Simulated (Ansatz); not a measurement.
# Hf₂N: a line through an energy map

One line of a two-coordinate grid on Hf₂N (P4_2/mnm, No. 136; 6 atoms in the cell): volume per atom is varied, at c/a of the conventional cell = 0.643.

Program: Ansatz 0.2.0. Level of theory: DFT PBEsol, scalar-relativistic, plane waves, PAW. These are calculated values, not measurements.

16 further runs of the same task are left out: 16 set aside as unsound or not needed.

**1. The starting structure**

It takes space group P4_2/mnm (No. 136, tetragonal). Conventional cell: a = 5.295 Å, b = 5.295 Å, c = 3.227 Å, α = 90.00°, β = 90.00°, γ = 90.00°. Hf (site symmetry m2m) is surrounded by 3 N at 2.21 to 2.22 Å. Around N (site symmetry mmm) lie 6 Hf at 2.21 to 2.22 Å.

Structure file:

```cif
data_structure
_symmetry_space_group_name_H-M 'P 1'
_symmetry_Int_Tables_number 1
_cell_length_a 5.2953
_cell_length_b 5.2953
_cell_length_c 3.2272
_cell_angle_alpha 90.000
_cell_angle_beta 90.000
_cell_angle_gamma 90.000
_cell_volume 90.49
loop_
_atom_site_label
_atom_site_type_symbol
_atom_site_fract_x
_atom_site_fract_y
_atom_site_fract_z
_atom_site_occupancy
Hf1 Hf 0.29546 0.29546 0.00000 1
Hf2 Hf 0.70454 0.70454 0.00000 1
Hf3 Hf 0.79546 0.20454 0.50000 1
Hf4 Hf 0.20454 0.79546 0.50000 1
N1 N 0.00000 0.00000 0.00000 1
N2 N 0.50000 0.50000 0.50000 1
```

It goes back to an entry of the Materials Project, which need not be the stable form.

This cell was relaxed beforehand with the same method: volume 15.08 Å³/atom, gap on the mesh none (metal).

**2. What is varied**

The energy is mapped over volume and the cell's shape.

First coordinate, volume per atom: 7 values from 13.27 to 16.89 Å³. Second coordinate, c/a of the conventional cell: 7 values from 0.562 to 0.660.

Nothing else is relaxed (fractional coordinates fixed). Energies count from the relaxed crystal. Points are written as (first, second).

**3. Grid point (13.27 Å³, 0.643)**

The input, input.yaml:

```yaml
crystal:
  lattice:
    - [4.9848037605, 0.0, 0.0]
    - [0.0, 4.9848037605, 0.0]
    - [0.0, 0.0, 3.2047303377]
  atoms:
    - { symbol: Hf, position: [0.2954631013, 0.2954631013, 0.0] }
    - { symbol: Hf, position: [0.7045368987, 0.7045368987, 0.0] }
    - { symbol: Hf, position: [0.7954631013, 0.2045368987, 0.5] }
    - { symbol: Hf, position: [0.2045368987, 0.7954631013, 0.5] }
    - { symbol: "N", position: [0.0, 0.0, 0.0] }
    - { symbol: "N", position: [0.5, 0.5, 0.5] }
basis:
  ecutwfc: 520.0
kpoints:
  mp_grid: { grid: [8, 8, 14] }
hamiltonian:
  xc: pbesol
  pseudopotentials: { kind: paw, azcp: { folder: soft_1 } }
scf:
  occupations: { method: gaussian, width: 0.15 }
output:
  forces: true
  stress: true
  eigenvalues: true
```

Run with:

```bash
ansatz run input.yaml --threads 4 --pin off --max-ram 8192MiB --backend cpu --events-out ev --progress --plain --runs-dir out
```

The log of the run, cut to the lines that bear on the results:

```text
Warning: <dir> the record states the generating functional pbe (its physics header spells it `PBE`), which answers neither for hamiltonian.xc's functional nor for the pbesol family's — results may be inconsistent (PPs are generated against a specific XC)
[...]
Warning: RAYON_NUM_THREADS=4 ignored (pool sized by the plan → 4); use --threads N
[...]
Pseudopotentials: kind: paw
Pseudopotential: Hf, paw, valence charge 26, recommended cutoff 420 eV (normal), <dir>
Pseudopotential: N, paw, valence charge 5, recommended cutoff 420 eV (normal), <dir>
Functional definition: PBEsol
[...]
Crystal: 6 atoms, lattice volume = 79.632 Å³
Basis set: ecut = 520 eV, 2127 PW (Γ), exchange–correlation on 80×80×48 points (8 copies of the dense FFT grid, shifted against one another)
Bands: 69, of which v1, the nominal top of the filled ones, is band 57 counted from 1 (56 counted from 0)
Symmetry: 16 space group operations
Space group: P42/mnm (ITA 136), of the structure as read, at distance tolerance 4.3e-5 Å
k-points: 120 of 896
[...]
SCF iter   1: F=—  HF=-63159.061748 eV  |F-HF|=—  |Δ(HF+E_count)|=         —  Δρ=3.88e-2  dr2=5.52e-1  ethr=3.10e-3  ⟨swp⟩=5.3  Hψ=25996  notcnv=0  defer=72
[...]
SCF iter   9: F=-63159.026766 eV  HF=-63159.026766 eV  |F-HF|=3.85e-8  |Δ(HF+E_count)|=   1.44e-7  Δρ=6.83e-6  dr2=3.49e-8  ethr=8.77e-11  ⟨swp⟩=10.9  Hψ=44185  notcnv=0
[...]
SCF converged after 9 iterations
Free energy (F): -63159.026766 eV
[...]
E sigma→0 (E₀):  -63159.012185 eV
Entropy (-TS):   -0.029162 eV (-4.860 meV/atom)
Fermi energy:    22.287689 eV
[...]
--- Forces (eV/Å), atoms counted from 1 ---
  atom   1  Hf    -0.09151880    -0.09151880     0.00000000
  atom   2  Hf     0.09151880     0.09151880     0.00000000
  atom   3  Hf    -0.09151880     0.09151880     0.00000000
  atom   4  Hf     0.09151880    -0.09151880     0.00000000
  atom   5  N      0.00000000     0.00000000     0.00000000
  atom   6  N      0.00000000    -0.00000000     0.00000000
[...]
--- Stress (GPa, compression-positive) ---
       39.943001       0.000000       0.000000
        0.000000      39.943001       0.000000
        0.000000       0.000000      22.169635
  P = ⅓ Tr σ = 34.0185 GPa (340.185 kbar)
--- Band table (eV; the first three rows and the last of 120) ---
[...]
```

Wall time 13 s (4 threads of Arm Neoverse V2, shared host); peak memory 0.91 GiB.

That is 198 meV/atom from the zero.

**4. The run at (14.48 Å³, 0.643)**

input.yaml: that of step 3 with these lines changed.

```diff
@@ -2,5 +2,5 @@
   lattice:
-    - [4.9848037605, 0.0, 0.0]
-    - [0.0, 4.9848037605, 0.0]
-    - [0.0, 0.0, 3.2047303377]
+    - [5.1315527496, 0.0, 0.0]
+    - [0.0, 5.1315527496, 0.0]
+    - [0.0, 0.0, 3.2990752627]
   atoms:
@@ -25 +25,5 @@
   eigenvalues: true
+  write_density: true
+  write_potential: true
+  elf: true
+  volumetric_format: npy
```

Run with:

```bash
ansatz run input.yaml --threads 4 --pin off --max-ram 8192MiB --backend cpu --events-out ev --progress --plain --runs-dir out
```

The log of the run, cut to the lines that bear on the results:

```text
Warning: <dir> the record states the generating functional pbe (its physics header spells it `PBE`), which answers neither for hamiltonian.xc's functional nor for the pbesol family's — results may be inconsistent (PPs are generated against a specific XC)
[...]
Warning: RAYON_NUM_THREADS=4 ignored (pool sized by the plan → 4); use --threads N
[...]
Pseudopotentials: kind: paw
Pseudopotential: Hf, paw, valence charge 26, recommended cutoff 420 eV (normal), <dir>
Pseudopotential: N, paw, valence charge 5, recommended cutoff 420 eV (normal), <dir>
Functional definition: PBEsol
[...]
Crystal: 6 atoms, lattice volume = 86.874 Å³
Basis set: ecut = 520 eV, 2345 PW (Γ), exchange–correlation on 80×80×50 points (8 copies of the dense FFT grid, shifted against one another)
Bands: 69, of which v1, the nominal top of the filled ones, is band 57 counted from 1 (56 counted from 0)
Symmetry: 16 space group operations
Space group: P42/mnm (ITA 136), of the structure as read, at distance tolerance 4.4e-5 Å
k-points: 120 of 896
[...]
SCF iter   1: F=—  HF=-63160.055895 eV  |F-HF|=—  |Δ(HF+E_count)|=         —  Δρ=4.04e-2  dr2=7.55e-1  ethr=3.10e-3  ⟨swp⟩=5.3  Hψ=25656  notcnv=0  defer=78
[...]
SCF iter  10: F=-63159.963063 eV  HF=-63159.963063 eV  |F-HF|=1.86e-9  |Δ(HF+E_count)|=   4.29e-8  Δρ=1.14e-6  dr2=6.27e-10  ethr=8.92e-12  ⟨swp⟩=8.4  Hψ=53011  notcnv=0
[...]
SCF converged after 10 iterations
Free energy (F): -63159.963063 eV
[...]
E sigma→0 (E₀):  -63159.947612 eV
Entropy (-TS):   -0.030902 eV (-5.150 meV/atom)
Fermi energy:    20.336226 eV
[...]
--- Forces (eV/Å), atoms counted from 1 ---
  atom   1  Hf    -0.06464090    -0.06464090     0.00000000
  atom   2  Hf     0.06464090     0.06464090     0.00000000
  atom   3  Hf    -0.06464090     0.06464090     0.00000000
  atom   4  Hf     0.06464090    -0.06464090     0.00000000
  atom   5  N      0.00000000     0.00000000     0.00000000
  atom   6  N      0.00000000     0.00000000     0.00000000
[...]
--- Stress (GPa, compression-positive) ---
       14.406270       0.000000       0.000000
        0.000000      14.406270       0.000000
        0.000000       0.000000      -1.502590
  P = ⅓ Tr σ = 9.1033 GPa (91.033 kbar)
--- Band table (eV; the first three rows and the last of 120) ---
[...]
```

It took 22 s on 4 threads of Arm Neoverse V2, shared host; peak memory 0.95 GiB.

Density in a lattice plane of the grid's cell (edges 5.13 and 5.13 Å, at 0.000 of the third edge), which holds Hf and N.

Ten even steps from ' ' (0.16 e/Å³) to '@' (53.28 e/Å³):
```
                                                
                                                
                                                
                                ..::..          
                              ::++##++::        
                            ..--##@@##--        
                              ::++**==::        
                                ......          
                                                
                                                
                                                
            ......                              
          ::==**++::                            
          --##@@##--..                          
          ::++##++::                            
            ..::..                              
                                                
                                                
                                                
                                                
```
Columns run along the first of these edges and rows up along the second, over one cell in 24 and 20 even steps from the bottom left corner. Atoms in the plane (fractional): Hf at (0.30, 0.30), Hf at (0.70, 0.70), N at (0.00, 0.00).

ELF in the same plane.

Ten even steps from ' ' (0.00) to '@' (0.85):
```
--++%%@@##++----==++****++==--::......--**@@%%++
%%%%@@%%**==--==++****++--::::::----::::--##@@%%
@@%%%%**==----==++**++==::::--++####**==::--**%%
****++==--::--==++**++::::--**%%@@@@@@##++::::==
------------==++****==::::++%%@@@@@@@@@@##==..::
::--======++++**##**==::::++%%@@@@@@@@@@%%++::..
--++++++******##****==::::++%%@@@@@@@@@@##==::..
==********++++++++==--....::**%%@@@@%%##++--..::
******++==--::::::::::......::==****++==--::::==
##**==::::::::::::..............::::::::::::==**
**==::::--==++****==::......::::::::::--==++****
==::..--++##%%@@@@%%**::....--==++++++++********
--..::==##@@@@@@@@@@%%++::::==****##******++++++
::..::++%%@@@@@@@@@@%%++::::==**##**++++======--
--::..==##@@@@@@@@@@%%++::::==****++==----------
**==::::++##@@@@@@%%**--::::++**++==--::--==++**
@@%%**--::==**####++--::::==++**++==----==**%%%%
%%%%@@##--::::----::::::--++****++==--==**%%@@%%
--++%%@@**--......::--==++****++==----++##@@%%++
  ::##@@%%++--::--==++**##**++==--::--++%%@@##::
```
Columns run along the first of these edges and rows up along the second, over one cell in 24 and 20 even steps from the bottom left corner. Atoms in the plane (fractional): Hf at (0.30, 0.30), Hf at (0.70, 0.70), N at (0.00, 0.00).

Both are smooth fields of the valence electrons: close to the nuclei they are not physical.

The highest ELF values outside the cores: 0.81 in the shell around N, 0.7 Å from N; 0.64 between the atoms, 2.0 Å from Hf.

Energy on the map's scale: 42 meV/atom.

**5. Point (15.08 Å³, 0.643)**

input.yaml: that of step 4 with these lines changed.

```diff
@@ -2,5 +2,5 @@
   lattice:
-    - [5.1315527496, 0.0, 0.0]
-    - [0.0, 5.1315527496, 0.0]
-    - [0.0, 0.0, 3.2990752627]
+    - [5.2018272438, 0.0, 0.0]
+    - [0.0, 5.2018272438, 0.0]
+    - [0.0, 0.0, 3.344254735]
   atoms:
@@ -25,5 +25 @@
   eigenvalues: true
-  write_density: true
-  write_potential: true
-  elf: true
-  volumetric_format: npy
```

Run with:

```bash
ansatz run input.yaml --threads 4 --pin off --max-ram 8192MiB --backend cpu --events-out ev --progress --plain --runs-dir out
```

The log of the run, cut to the lines that bear on the results:

```text
Warning: <dir> the record states the generating functional pbe (its physics header spells it `PBE`), which answers neither for hamiltonian.xc's functional nor for the pbesol family's — results may be inconsistent (PPs are generated against a specific XC)
[...]
Warning: RAYON_NUM_THREADS=4 ignored (pool sized by the plan → 4); use --threads N
[...]
Pseudopotentials: kind: paw
Pseudopotential: Hf, paw, valence charge 26, recommended cutoff 420 eV (normal), <dir>
Pseudopotential: N, paw, valence charge 5, recommended cutoff 420 eV (normal), <dir>
Functional definition: PBEsol
[...]
Crystal: 6 atoms, lattice volume = 90.492 Å³
Basis set: ecut = 520 eV, 2441 PW (Γ), exchange–correlation on 80×80×50 points (8 copies of the dense FFT grid, shifted against one another)
Bands: 69, of which v1, the nominal top of the filled ones, is band 57 counted from 1 (56 counted from 0)
Symmetry: 16 space group operations
Space group: P42/mnm (ITA 136), of the structure as read, at distance tolerance 4.5e-5 Å
k-points: 120 of 896
[...]
SCF iter   1: F=—  HF=-63160.197585 eV  |F-HF|=—  |Δ(HF+E_count)|=         —  Δρ=4.18e-2  dr2=9.24e-1  ethr=3.10e-3  ⟨swp⟩=5.4  Hψ=25435  notcnv=0  defer=66
[...]
SCF iter   9: F=-63160.062141 eV  HF=-63160.062141 eV  |F-HF|=2.19e-8  |Δ(HF+E_count)|=   6.85e-8  Δρ=4.72e-6  dr2=1.22e-8  ethr=8.77e-11  ⟨swp⟩=10.6  Hψ=44037  notcnv=0
[...]
SCF converged after 9 iterations
Free energy (F): -63160.062141 eV
[...]
E sigma→0 (E₀):  -63160.046177 eV
Entropy (-TS):   -0.031928 eV (-5.321 meV/atom)
Fermi energy:    19.473520 eV
[...]
--- Forces (eV/Å), atoms counted from 1 ---
  atom   1  Hf    -0.05890902    -0.05890902     0.00000000
  atom   2  Hf     0.05890902     0.05890902     0.00000000
  atom   3  Hf    -0.05890902     0.05890902     0.00000000
  atom   4  Hf     0.05890902    -0.05890902     0.00000000
  atom   5  N     -0.00000000    -0.00000000     0.00000000
  atom   6  N     -0.00000000     0.00000000     0.00000000
[...]
--- Stress (GPa, compression-positive) ---
        4.962917       0.000000       0.000000
        0.000000       4.962917       0.000000
        0.000000       0.000000      -9.984040
  P = ⅓ Tr σ = -0.0194 GPa (-0.194 kbar)
--- Band table (eV; the first three rows and the last of 120) ---
[...]
```

It took 15 s on 4 threads of Arm Neoverse V2, shared host; peak memory 0.98 GiB.

That is 26 meV/atom from the zero.

**6. Point (15.69 Å³, 0.643)**

input.yaml: that of step 5 with these lines changed.

```diff
@@ -2,5 +2,5 @@
   lattice:
-    - [5.2018272438, 0.0, 0.0]
-    - [0.0, 5.2018272438, 0.0]
-    - [0.0, 0.0, 3.344254735]
+    - [5.2702447288, 0.0, 0.0]
+    - [0.0, 5.2702447288, 0.0]
+    - [0.0, 0.0, 3.3882403361]
   atoms:
```

Run with:

```bash
ansatz run input.yaml --threads 4 --pin off --max-ram 8192MiB --backend cpu --events-out ev --progress --plain --runs-dir out
```

The log of the run, cut to the lines that bear on the results:

```text
Warning: <dir> the record states the generating functional pbe (its physics header spells it `PBE`), which answers neither for hamiltonian.xc's functional nor for the pbesol family's — results may be inconsistent (PPs are generated against a specific XC)
[...]
Warning: RAYON_NUM_THREADS=4 ignored (pool sized by the plan → 4); use --threads N
[...]
Pseudopotentials: kind: paw
Pseudopotential: Hf, paw, valence charge 26, recommended cutoff 420 eV (normal), <dir>
Pseudopotential: N, paw, valence charge 5, recommended cutoff 420 eV (normal), <dir>
Functional definition: PBEsol
[...]
Crystal: 6 atoms, lattice volume = 94.110 Å³
Basis set: ecut = 520 eV, 2537 PW (Γ), exchange–correlation on 80×80×54 points (8 copies of the dense FFT grid, shifted against one another)
Bands: 69, of which v1, the nominal top of the filled ones, is band 57 counted from 1 (56 counted from 0)
Symmetry: 16 space group operations
Space group: P42/mnm (ITA 136), of the structure as read, at distance tolerance 4.5e-5 Å
k-points: 120 of 896
[...]
SCF iter   1: F=—  HF=-63160.158509 eV  |F-HF|=—  |Δ(HF+E_count)|=         —  Δρ=4.35e-2  dr2=1.13e0  ethr=3.10e-3  ⟨swp⟩=5.4  Hψ=25118  notcnv=0  defer=66
[...]
SCF iter   9: F=-63159.974854 eV  HF=-63159.974854 eV  |F-HF|=8.87e-9  |Δ(HF+E_count)|=   9.85e-8  Δρ=5.23e-6  dr2=1.57e-8  ethr=8.77e-11  ⟨swp⟩=10.7  Hψ=44412  notcnv=0
[...]
SCF converged after 9 iterations
Free energy (F): -63159.974854 eV
[...]
E sigma→0 (E₀):  -63159.958307 eV
Entropy (-TS):   -0.033094 eV (-5.516 meV/atom)
Fermi energy:    18.673083 eV
[...]
--- Forces (eV/Å), atoms counted from 1 ---
  atom   1  Hf    -0.05570990    -0.05570990    -0.00000000
  atom   2  Hf     0.05570990     0.05570990     0.00000000
  atom   3  Hf    -0.05570990     0.05570990     0.00000000
  atom   4  Hf     0.05570990    -0.05570990    -0.00000000
  atom   5  N      0.00000000    -0.00000000    -0.00000000
  atom   6  N      0.00000000    -0.00000000    -0.00000000
[...]
--- Stress (GPa, compression-positive) ---
       -2.786744      -0.000000      -0.000000
       -0.000000      -2.786744      -0.000000
       -0.000000      -0.000000     -16.801357
  P = ⅓ Tr σ = -7.4583 GPa (-74.583 kbar)
--- Band table (eV; the first three rows and the last of 120) ---
[...]
```

Run time: 14 s. Hardware: 4 threads of Arm Neoverse V2, shared host; peak memory 1 GiB.

On the map this point reads 40 meV/atom.

**7. The run at (16.89 Å³, 0.643)**

input.yaml: that of step 6 with these lines changed.

```diff
@@ -2,5 +2,5 @@
   lattice:
-    - [5.2702447288, 0.0, 0.0]
-    - [0.0, 5.2702447288, 0.0]
-    - [0.0, 0.0, 3.3882403361]
+    - [5.4021043101, 0.0, 0.0]
+    - [0.0, 5.4021043101, 0.0]
+    - [0.0, 0.0, 3.4730128609]
   atoms:
```

Run with:

```bash
ansatz run input.yaml --threads 4 --pin off --max-ram 8192MiB --backend cpu --events-out ev --progress --plain --runs-dir out
```

The log of the run, cut to the lines that bear on the results:

```text
Warning: <dir> the record states the generating functional pbe (its physics header spells it `PBE`), which answers neither for hamiltonian.xc's functional nor for the pbesol family's — results may be inconsistent (PPs are generated against a specific XC)
[...]
Warning: RAYON_NUM_THREADS=4 ignored (pool sized by the plan → 4); use --threads N
[...]
Pseudopotentials: kind: paw
Pseudopotential: Hf, paw, valence charge 26, recommended cutoff 420 eV (normal), <dir>
Pseudopotential: N, paw, valence charge 5, recommended cutoff 420 eV (normal), <dir>
Functional definition: PBEsol
[...]
Crystal: 6 atoms, lattice volume = 101.352 Å³
Basis set: ecut = 520 eV, 2729 PW (Γ), exchange–correlation on 90×90×54 points (8 copies of the dense FFT grid, shifted against one another)
Bands: 69, of which v1, the nominal top of the filled ones, is band 57 counted from 1 (56 counted from 0)
Symmetry: 16 space group operations
Space group: P42/mnm (ITA 136), of the structure as read, at distance tolerance 4.7e-5 Å
k-points: 120 of 896
[...]
SCF iter   1: F=—  HF=-63159.664420 eV  |F-HF|=—  |Δ(HF+E_count)|=         —  Δρ=4.69e-2  dr2=1.61e0  ethr=3.10e-3  ⟨swp⟩=5.2  Hψ=24950  notcnv=0  defer=25
[...]
SCF iter   9: F=-63159.372156 eV  HF=-63159.372156 eV  |F-HF|=1.67e-8  |Δ(HF+E_count)|=   4.44e-7  Δρ=8.50e-6  dr2=5.86e-8  ethr=8.77e-11  ⟨swp⟩=10.3  Hψ=45948  notcnv=0
[...]
SCF converged after 9 iterations
Free energy (F): -63159.372156 eV
[...]
E sigma→0 (E₀):  -63159.354325 eV
Entropy (-TS):   -0.035662 eV (-5.944 meV/atom)
Fermi energy:    17.229652 eV
[...]
--- Forces (eV/Å), atoms counted from 1 ---
  atom   1  Hf    -0.05311086    -0.05311086     0.00000000
  atom   2  Hf     0.05311086     0.05311086     0.00000000
  atom   3  Hf    -0.05311086     0.05311086     0.00000000
  atom   4  Hf     0.05311086    -0.05311086     0.00000000
  atom   5  N      0.00000000    -0.00000000     0.00000000
  atom   6  N      0.00000000     0.00000000     0.00000000
[...]
--- Stress (GPa, compression-positive) ---
      -14.352585       0.000000       0.000000
        0.000000     -14.352585       0.000000
        0.000000       0.000000     -26.647159
  P = ⅓ Tr σ = -18.4508 GPa (-184.508 kbar)
--- Band table (eV; the first three rows and the last of 120) ---
[...]
```

Run time: 18 s. Hardware: 4 threads of Arm Neoverse V2, shared host; peak memory 1.1 GiB.

That is 141 meV/atom from the zero.

**8. What came out**

| volume per atom (Å³) | step | energy (meV/atom) | slope (meV/atom per Å³) | pressure (GPa) | largest force on an atom (eV/Å) |
| --- | --- | --- | --- | --- | --- |
| 13.27 | 3 | 198 | −212 | 34.0 | 0.129 |
| 13.88 | – | 97 | −127 | 20.3 | 0.106 |
| 14.48 | 4 | 42 | −57 | 9.1 | 0.091 |
| 15.08 | 5 | 26 | 0 | 0.0 | 0.083 |
| 15.69 | 6 | 40 | 47 | −7.5 | 0.079 |
| 16.29 | – | 80 | 84 | −13.5 | 0.076 |
| 16.89 | 7 | 141 | 115 | −18.5 | 0.075 |

Energies count from the relaxed crystal. Rows without a step come from runs not printed here or follow by symmetry. Slopes come from the forces (and the stress, where the cell changes), not from differences of energies.

**Reading.** Along the line the energy is lowest at 15.08 Å³, 26 meV/atom from the zero. A fit to energies and slopes at the lowest point and its two neighbours puts the minimum at 15.082 Å³, with a curvature of about 85 meV/atom per (Å³)². V·d²E/dV² there is about 210 GPa, a bulk modulus under this line's constraint. The well is lopsided: two grid steps out, the energy rises by 71 meV/atom towards smaller values and 54 meV/atom towards larger ones. The highest point computed, at 13.27 Å³, lies 173 meV/atom above the lowest. This is one cut through a surface in two coordinates; the map's lowest point lies off it. Spin-orbit coupling is left out for Hf.
